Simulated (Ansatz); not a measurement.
# H6N2Si: the cost of one run

The runs use Ansatz 0.2.0, Gaussian basis; PBE0-D4/def2-TZVP structures, single points in def2-TZVPP, no counterpoise correction.

Levels: SPW92, PBE-D4, BLYP-D4, r2SCAN-D4, B97M-V, PBE0-D4, B3LYP-D4, r2SCAN0-D4, BHLYP-D4, CAM-B3LYP-D4, wB97X-V, wB97M-V, B2PLYP, PBE-QIDH, RPA on PBE, Hartree-Fock, MP2, CCSD, CCSD(T).

Correlated methods freeze the cores. B3LYP uses VWN-RPA correlation. B2PLYP carries no dispersion term here.

94 further runs of the same task are left out: 94 set aside as unsound or not needed.

## Step 1: Where the work starts

The complex: 11 atoms, charge 0, spin multiplicity 1.

Atoms are counted from 1 here; the program's logs count them from 0.

Bond lengths: Si1–N2 1.753 Å, Si1–H3 1.488 Å, Si1–H4 1.488 Å, Si1–N5 1.698 Å, N2–H8 1.012 Å, N2–H9 1.012 Å, N5–H10 1.009 Å, N5–H11 1.005 Å, H6–F7 0.963 Å. Angles: N2–Si1–H3 114.9°, N2–Si1–H4 102.7°, N2–Si1–N5 106.0°, H3–Si1–H4 108.8°, H3–Si1–N5 106.5°, H4–Si1–N5 118.2°, Si1–N2–H8 116.1°, Si1–N2–H9 116.2°, H8–N2–H9 109.4°, Si1–N5–H10 120.4°, Si1–N5–H11 122.1°, H10–N5–H11 113.3°.

Geometry (Å):

```mol
FH7N2Si
  3D, bonds by distance, orders not assigned

 11  9  0  0  0  0  0  0  0  0999 V2000
   -0.1722   -0.9377   -0.0134 Si  0  0
    1.0695    0.0987   -0.6902 N   0  0
   -0.6582   -2.0101   -0.9230 H   0  0
    0.5216   -1.5664    1.1435 H   0  0
   -1.5028    0.0703    0.3000 N   0  0
    0.9500    1.4057    0.3381 H   0  0
    0.7351    2.0907    0.9802 F   0  0
    2.0146   -0.2609   -0.6609 H   0  0
    0.8828    0.4772   -1.6102 H   0  0
   -1.3924    0.9016    0.8610 H   0  0
   -2.4482   -0.2692    0.2749 H   0  0
  1  2  8  0
  1  3  8  0
  1  4  8  0
  1  5  8  0
  2  8  8  0
  2  9  8  0
  5 10  8  0
  5 11  8  0
  6  7  8  0
M  END
```

Its parts: SiN2H6 holds atoms 1, 2, 3, 4, 5, 8, 9, 10, 11; HF holds atoms 6, 7. Each part counts its atoms afresh in its own runs.

## Step 2: Relaxing SiN2H6 alone

The input, relax-a/in.yaml:

```yaml
crystal:
  periodic: [false, false, false]
  atoms:
    - {symbol: Si, position_ang: [-0.172242, -0.937686, -0.013420]}
    - {symbol: N, position_ang: [1.069525, 0.098728, -0.690202]}
    - {symbol: H, position_ang: [-0.658178, -2.010103, -0.922994]}
    - {symbol: H, position_ang: [0.521632, -1.566390, 1.143489]}
    - {symbol: N, position_ang: [-1.502813, 0.070344, 0.300009]}
    - {symbol: H, position_ang: [2.014592, -0.260928, -0.660937]}
    - {symbol: H, position_ang: [0.882760, 0.477180, -1.610171]}
    - {symbol: H, position_ang: [-1.392359, 0.901642, 0.861015]}
    - {symbol: H, position_ang: [-2.448174, -0.269161, 0.274920]}
basis:
  gaussian: {orbitals: def2-TZVP}
hamiltonian: {xc: pbe0, dispersion: d4}
relax: {f_tol: 0.005, max_steps: 200}
```

On the command line:

```console
$ ansatz run in.yaml --threads 4 --pin off --events-out ev --progress --plain --max-ram 9574MiB
```

**Question.** How long does this run take on 4 threads of Arm Neoverse V1, shared host?

About 11 s.
